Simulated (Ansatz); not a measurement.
# CoPS3: the cost of one run

Method: DFT PBEsol, scalar-relativistic, plane waves, PAW, in Ansatz 0.2.0.

### Step 1. The system as given

The structure is monoclinic, space group C2/m (No. 12). Conventional cell: a = 5.770 Å, b = 9.993 Å, c = 6.860 Å, α = 90.00°, β = 106.34°, γ = 90.00°. Co (site symmetry 2) has 6 S at 2.35 to 2.36 Å in its first shell of neighbours. P (site symmetry m) is surrounded by 3 S at 2.07 to 2.08 Å and 1 P at 2.16 Å. S (site symmetry 1) has 1 P at 2.07 Å and 2 Co at 2.35 Å in its first shell of neighbours. S (site symmetry m) has 1 P at 2.08 Å and 2 Co at 2.36 Å in its first shell of neighbours.

Coordinates:

```xyz
10
Lattice="2.8852 -4.9964 0.0000 2.8852 4.9964 0.0000 -1.9295 0.0000 6.5827" Properties=species:S:1:pos:R:3 pbc="T T T"
Co    1.9205    1.6660    3.2913
Co    1.9205   -1.6660    3.2913
P    -0.9606    0.0000    4.3730
P     4.8016    0.0000    2.2097
S     0.0587    1.7722    4.7224
S     3.7823    1.7722    1.8603
S     1.0783    0.0000    1.8553
S     2.7627    0.0000    4.7274
S     0.0587   -1.7722    4.7224
S     3.7823   -1.7722    1.8603
```

The structure comes from the Materials Project (structure only).

(A quick probe on a coarse mesh, which set the mesh and smearing, is not shown.)

### Step 3. The relaxation

Contents of input.yaml:

```yaml
crystal:
  lattice:
    - [2.885212, -4.996434, 0.0]
    - [2.885212, 4.996434, 0.0]
    - [-1.929469, 0.0, 6.582671]
  atoms:
    - { symbol: Co, position: [0.333284, 0.666716, 0.5], spin: 0.84 }
    - { symbol: Co, position: [0.666716, 0.333284, 0.5], spin: 0.84 }
    - { symbol: P, position: [0.055655, 0.055655, 0.664321] }
    - { symbol: P, position: [0.944345, 0.944345, 0.335679] }
    - { symbol: S, position: [0.0727, 0.427387, 0.717393] }
    - { symbol: S, position: [0.572613, 0.9273, 0.282607] }
    - { symbol: S, position: [0.2811, 0.2811, 0.281847] }
    - { symbol: S, position: [0.7189, 0.7189, 0.718153] }
    - { symbol: S, position: [0.427387, 0.0727, 0.717393] }
    - { symbol: S, position: [0.9273, 0.572613, 0.282607] }
basis:
  ecutwfc: 420
kpoints:
  mp_grid: { grid: [8, 8, 6] }
hamiltonian:
  xc: pbesol
scf:
  occupations: { method: gaussian, width: 0.1 }
output:
  forces: true
  stress: true
  eigenvalues: true
  populations: true
  write_density: true
  write_potential: true
  elf: true
  volumetric_format: npy
magnetization:
  spin_polarized: true
relax:
  adjacent_minimum: "off"
  f_tol: 0.005
  max_steps: 80
  cell: { stress_tol: 0.05 }
```

The run is started by

```
$ ansatz run input.yaml --threads 2 --pin off --max-ram 5120MiB --backend cpu --events-out ev --progress --plain --runs-dir out
```

What time and memory should one allow on 2 threads of Arm Neoverse V2, shared host?

About 22 min, with a peak of 1.5 GiB.
